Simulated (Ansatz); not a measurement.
# Mn3Sn: the cost of one run

Computed with Ansatz 0.2.0 (DFT PBE, scalar-relativistic, plane waves, PAW, unless a step's input says otherwise).

### 1 The structure to begin with

The structure is hexagonal, space group P6_3/mmc (No. 194). The conventional cell has a = 5.670 Å, b = 5.670 Å, c = 4.530 Å, α = 90.00°, β = 90.00°, γ = 120.00°. Mn (site symmetry mm2) is surrounded by 4 Sn at 2.79 to 2.84 Å and 8 Mn at 2.80 to 2.84 Å. Sn (site symmetry -6m2) is surrounded by 12 Mn at 2.79 to 2.84 Å.

Structure file:

```cif
data_structure
_symmetry_space_group_name_H-M 'P6_3/mmc'
_symmetry_Int_Tables_number 194
_cell_length_a 5.6700
_cell_length_b 5.6700
_cell_length_c 4.5300
_cell_angle_alpha 90.000
_cell_angle_beta 90.000
_cell_angle_gamma 120.000
_cell_volume 126.12
loop_
_atom_site_label
_atom_site_type_symbol
_atom_site_symmetry_multiplicity
_atom_site_Wyckoff_symbol
_atom_site_fract_x
_atom_site_fract_y
_atom_site_fract_z
_atom_site_occupancy
Mn1 Mn 6 h 0.83300 0.66600 0.25000 1
Sn1 Sn 2 c 0.33333 0.66667 0.25000 1
```

Starting moments: Mn 3.50 μB.

### 2 First run, at the start cell

input.yaml

```yaml
crystal:
  lattice:
    - [5.67, 0.0, 0.0]
    - [-2.835, 4.9103640395, 0.0]
    - [0.0, 0.0, 4.53]
  atoms:
    - { symbol: Mn, position: [0.833, 0.666, 0.25], spin: 3.5 }
    - { symbol: Mn, position: [0.167, 0.833, 0.75], spin: 3.5 }
    - { symbol: Mn, position: [0.334, 0.167, 0.25], spin: 3.5 }
    - { symbol: Mn, position: [0.167, 0.334, 0.75], spin: 3.5 }
    - { symbol: Mn, position: [0.833, 0.167, 0.25], spin: 3.5 }
    - { symbol: Mn, position: [0.666, 0.833, 0.75], spin: 3.5 }
    - { symbol: Sn, position: [0.3333333333, 0.6666666667, 0.25] }
    - { symbol: Sn, position: [0.6666666667, 0.3333333333, 0.75] }
basis:
  ecutwfc: 420
  ecutrho_ratio: 4
kpoints:
  mp_grid: { grid: [8, 8, 8] }
hamiltonian:
  xc: pbe
scf:
  occupations: { method: gaussian, width: 0.05 }
output:
  forces: true
  stress: true
  eigenvalues: true
  populations: true
magnetization:
  spin_polarized: true
relax:
  f_tol: 0.01
  max_steps: 60
  cell: { stress_tol: 0.04 }
```

Command:

```sh
> ansatz run input.yaml --threads 4 --pin off --max-ram 10240MiB --backend cpu --events-out ev --progress --plain --runs-dir out
```

Q: Estimate wall time and peak memory on 4 threads of Arm Neoverse N1, shared host.

About 4.2 min, with a peak of 1.1 GiB.
